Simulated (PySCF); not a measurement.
# Cd²⁺: excitation energies in x2c-TZVPPall

Wanted: the excitation energy of cadmium, up a ladder of methods.

The numbers are computed with PySCF 2.14.0 (unrestricted determinants in a Gaussian basis, no spin-orbit coupling in the energies), except any that are marked as measured or tabulated.

### 1 The system

| Quantity | Value |
| --- | --- |
| Element | cadmium (Z = 48) |
| Basis | x2c-TZVPPall |
| Hamiltonian | the spin-free X2C one-electron Hamiltonian (Gaussian nucleus) |
| State 1 | Cd²⁺: [Kr] 4d9 5p1, one real determinant (an excited configuration) |
| State 2 | Cd²⁺: [Kr] 4d9 5s1, high-spin 3D determinant (an excited configuration) |
| Needed too, but not shown | Cd²⁺ [Kr] 4d10 (1S) |
| Methods | CCSD(T) |
| Core shells frozen in the correlated runs | valence: [Kr] (for Cd²⁺) |

The outer shells:

Cd2+ [Kr] 4d9 5p1
```
[Kr] core
4d [↑↓][↑↓][↑↓][↑↓][↑ ]
5p [↑ ][  ][  ]
```

Cd2+ [Kr] 4d9 5s1
```
[Kr] core
4d [↑↓][↑↓][↑↓][↑↓][↑ ]
5s [↑ ]
```

One driver process ran all states and methods and kept the integrals in memory. Each run is shown as a PySCF script that sums up its settings (the driver passes frozen orbitals as a list and adds second-order terms of double hybrids); the logs are those of the runs themselves. The driver starts from symmetry-adapted Hartree-Fock orbitals, holds the occupation by maximum overlap and uses a logarithmic radial grid for functionals, so a plain start would take other cycles.

The integrals over 79 functions and the set-up took 5.2 s of CPU time.

### 2 Cd²⁺ [Kr] 4d9 5p1, at CCSD(T) (valence)

CCSD(T) (valence):

File input.py:

```python
from pyscf import gto, scf, dft, mp, cc
import basis_set_exchange as bse
mol = gto.M(atom="Cd 0 0 0", charge=2, spin=2, symmetry="D2h",
            basis=gto.basis.parse(bse.get_basis("x2c-TZVPPall", elements=["Cd"], fmt="nwchem")),
            nucmod="G")
mf = scf.UHF(mol).sfx2c1e()
mf.irrep_nelec = {'Ag': (8, 7), 'B1g': (2, 2), 'B2g': (2, 2), 'B3g': (2, 2), 'B1u': (4, 3), 'B2u': (3, 3), 'B3u': (3, 3)}
mf.kernel()
mycc = cc.CCSD(mf, frozen=18).run()
mycc.ccsd_t()
```

### 3 Cd²⁺ [Kr] 4d9 5s1, at CCSD(T) (valence)

CCSD(T) (valence):

input.py, as its differences from that of step 2:

```diff
@@ -6,3 +6,3 @@
 mf = scf.UHF(mol).sfx2c1e()
-mf.irrep_nelec = {'Ag': (8, 7), 'B1g': (2, 2), 'B2g': (2, 2), 'B3g': (2, 2), 'B1u': (4, 3), 'B2u': (3, 3), 'B3u': (3, 3)}
+mf.irrep_nelec = {'Ag': (9, 7), 'B1g': (2, 2), 'B2g': (2, 2), 'B3g': (2, 2), 'B1u': (3, 3), 'B2u': (3, 3), 'B3u': (3, 3)}
 mf.kernel()
```

What does the calculation give?

The runs gave:

| quantity | value |
| --- | --- |
| excitation energy, Cd²⁺ → [Kr] 4d9 5p1 | UHF 16.286, CCSD(T) (valence) 17.269 eV |
| excitation energy, Cd²⁺ → [Kr] 4d9 5s1 | UHF 9.814, CCSD(T) (valence) 10.513 eV |

Accuracy by level (over 2 differences):

```csv
method,mean absolute miss against CCSD(T) (valence) (eV)
UHF,0.841
MP2 (valence),0.194
SCS-MP2 (valence),0.175
CCSD (valence),0.026
CCSD(T) (valence),0.000
```

What this shows: For the first difference the methods span 1.210 eV, from UHF (16.286) to MP2 (valence) (17.496). No reference value is at hand in this session. The basis is finite, and no extrapolation was made.
